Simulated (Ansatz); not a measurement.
# Ga8N8 wurtzite bond disc (Ga8N8): inputs that go wrong

2 inputs were typed for Ga8N8 wurtzite bond disc (Ga8N8). Each is run as it stands; the log then has to tell whether the result can be used.

Program: Ansatz 0.2.0, Gaussian basis. Level of theory: the settings change from run to run. These are calculated values, not measurements.

### 1 The relaxed structure

The geometry comes from an earlier relaxation with PBE-D4/def2-SVP; it is a stationary point, not always the lowest conformer.

16 atoms, charge 0, spin multiplicity 1.

Atoms are counted from 1 here; the program's logs count them from 0.

Bond lengths: N1–Ga2 1.790 Å, N1–Ga5 1.881 Å, Ga2–N3 1.789 Å, N3–Ga7 1.881 Å, N4–Ga5 1.896 Å, N4–Ga9 1.751 Å, Ga5–N6 1.990 Å, N6–Ga7 1.990 Å, N6–Ga11 1.844 Å, Ga7–N8 1.895 Å, N8–Ga13 1.752 Å, Ga9–N10 1.826 Å, N10–Ga11 1.941 Å, N10–Ga14 1.853 Å, Ga11–N12 1.940 Å, N12–Ga13 1.826 Å, N12–Ga16 1.852 Å, Ga14–N15 1.817 Å and more. Angles: Ga2–N1–Ga5 97.4°, N1–Ga2–N3 163.3°, Ga2–N3–Ga7 97.4°, Ga5–N4–Ga9 98.8°, N1–Ga5–N4 116.7°, N1–Ga5–N6 119.8°, N4–Ga5–N6 123.5°, Ga5–N6–Ga7 122.1°, Ga5–N6–Ga11 118.9°, Ga7–N6–Ga11 119.0°, N3–Ga7–N6 119.8°, N3–Ga7–N8 116.7°, N6–Ga7–N8 123.5°, Ga7–N8–Ga13 98.8°, N4–Ga9–N10 155.9°, Ga9–N10–Ga11 99.3°, Ga9–N10–Ga14 144.5°, Ga11–N10–Ga14 115.0° and more.

### 2 Attempt 1

File in.yaml:

```yaml
crystal:
  periodic: [false, false, false]
  atoms:
    - {symbol: N, position_ang: [-2.416412, -3.424756, -0.116657]}
    - {symbol: Ga, position_ang: [-3.523006, -2.020254, -0.042562]}
    - {symbol: N, position_ang: [-4.178419, -0.356961, 0.035977]}
    - {symbol: N, position_ang: [0.795293, -3.488060, 0.014474]}
    - {symbol: Ga, position_ang: [-0.800474, -2.466020, -0.031225]}
    - {symbol: N, position_ang: [-0.831358, -0.476788, -0.000044]}
    - {symbol: Ga, position_ang: [-2.533512, 0.554483, -0.008372]}
    - {symbol: N, position_ang: [-2.608362, 2.447860, -0.055060]}
    - {symbol: Ga, position_ang: [1.954491, -2.175194, 0.031079]}
    - {symbol: N, position_ang: [2.500743, -0.433787, 0.097748]}
    - {symbol: Ga, position_ang: [0.768613, 0.439503, 0.031353]}
    - {symbol: N, position_ang: [0.889231, 2.374822, -0.012813]}
    - {symbol: Ga, position_ang: [-0.889984, 2.784678, -0.014757]}
    - {symbol: Ga, position_ang: [3.956804, 0.698146, -0.084807]}
    - {symbol: N, position_ang: [4.315137, 2.476052, 0.019692]}
    - {symbol: Ga, position_ang: [2.601207, 3.066276, 0.135984]}
basis:
  gaussian: {orbitals: LANL2DZ}
hamiltonian: {xc: {name: SVWN5}, pseudopotentials: {relativity: none}}
accuracy: high
scf: {lower_state_search: off}
```

Run with:

```sh
> ansatz run in.yaml --threads 2 --pin off --events-out ev --progress --plain --max-ram 32768MiB --backend cpu
```

Log:

```text
Error: <dir> can't be read: No such file or directory (os error 2)
```

Wall time 0.05 s (2 threads of AMD EPYC 7R13, shared host).

**Diagnosis.** The program refused the input before any cycle. It says: «<dir> can't be read: No such file or directory (os error 2)» The basis set isn't in the library under that name. Fix: name a listed orbital basis.

### 3 Attempt 2

File in.yaml:

```yaml
crystal:
  periodic: [false, false, false]
  atoms:
    - {symbol: N, position_ang: [-2.416412, -3.424756, -0.116657]}
    - {symbol: Ga, position_ang: [-3.523006, -2.020254, -0.042562]}
    - {symbol: N, position_ang: [-4.178419, -0.356961, 0.035977]}
    - {symbol: N, position_ang: [0.795293, -3.488060, 0.014474]}
    - {symbol: Ga, position_ang: [-0.800474, -2.466020, -0.031225]}
    - {symbol: N, position_ang: [-2.533512, 0.854483, 0.291628]}
    - {symbol: Ga, position_ang: [-2.533512, 0.554483, -0.008372]}
    - {symbol: N, position_ang: [-2.608362, 2.447860, -0.055060]}
    - {symbol: Ga, position_ang: [1.954491, -2.175194, 0.031079]}
    - {symbol: N, position_ang: [2.500743, -0.433787, 0.097748]}
    - {symbol: Ga, position_ang: [0.768613, 0.439503, 0.031353]}
    - {symbol: N, position_ang: [0.889231, 2.374822, -0.012813]}
    - {symbol: Ga, position_ang: [-0.889984, 2.784678, -0.014757]}
    - {symbol: Ga, position_ang: [3.956804, 0.698146, -0.084807]}
    - {symbol: N, position_ang: [4.315137, 2.476052, 0.019692]}
    - {symbol: Ga, position_ang: [2.601207, 3.066276, 0.135984]}
basis:
  gaussian: {orbitals: aug-cc-pVDZ, fitting: {mean_field: def2-universal-jkfit}}
hamiltonian: {xc: {name: PBE-QIDH}}
scf: {omitted_lower_state_checks: [starts]}
```

Run with:

```sh
> ansatz run in.yaml --threads 2 --pin off --events-out ev --progress --plain --max-ram 32768MiB --backend cuda --devices 0, --max-vram 18GiB
```

Log, cut to the lines that bear on the results:

```text
Functional definition: PBE-QIDH
  name "PBE-QIDH"
  cite "Brémond, Sancho-García, Pérez-Jiménez & Adamo, J. Chem. Phys. 141, 031101 (2014) doi:10.1063/1.4890314"
  cite "Perdew, Burke & Ernzerhof, Phys. Rev. Lett. 77, 3865 (1996) doi:10.1103/PhysRevLett.77.3865"
[...]
2744 factors; integrals over basis functions are off by at most 1.2e-1 eV
[...]
mean field -429910.30215248 eV, -15798.9122004348 hartree, gradient 2.8e-6 eV, S^2 0.000000; 0 other end points of the search recorded, 0 dependent functions left out; unrestricted orbitals would lower it
80 core orbitals not correlated: weight in the atoms' cores, before any rotation towards them, 0.894 or more for the frozen orbitals, at most 0.102 for the correlated occupied ones
reference -429910.30219200 eV, -15798.9122018869 hartree; 72, 72 occupied and 320, 320 virtual orbitals, 2744 factors
second order -72.09637460 eV of doubles, -0.00000000 eV of singles
Total energy: -429934.33431687 eV, -15799.7953661863 hartree
Checks for a lower state left out: starts
```

It took 34 s on 1 × H100 (card shared with other runs) with 2 threads of AMD EPYC 7R13, shared host; peak host memory 3.1 GiB.

Diagnosis: The run converged, but a converged run isn't a right one. One atom was put on top of another. The shortest distance is 0.42 Å (N6–Ga7), against 1.75 Å in the relaxed molecule. Its energy is no property of the relaxed molecule. To mend it, restore the atom's position.

### 4 Summary

```csv
attempt,level,ended,cause,time
1,SVWN5/LANL2DZ,refused,the basis set isn't in the library under that name,0.05 s
2,PBE-QIDH/aug-cc-pVDZ,converged,one atom was put on top of another,34 s
```

1 refused, 1 converged. A refusal costs next to no computing time. The dangerous case is the input that converges on a wrong geometry, charge, spin, basis or grid: often only a look at the input shows it.
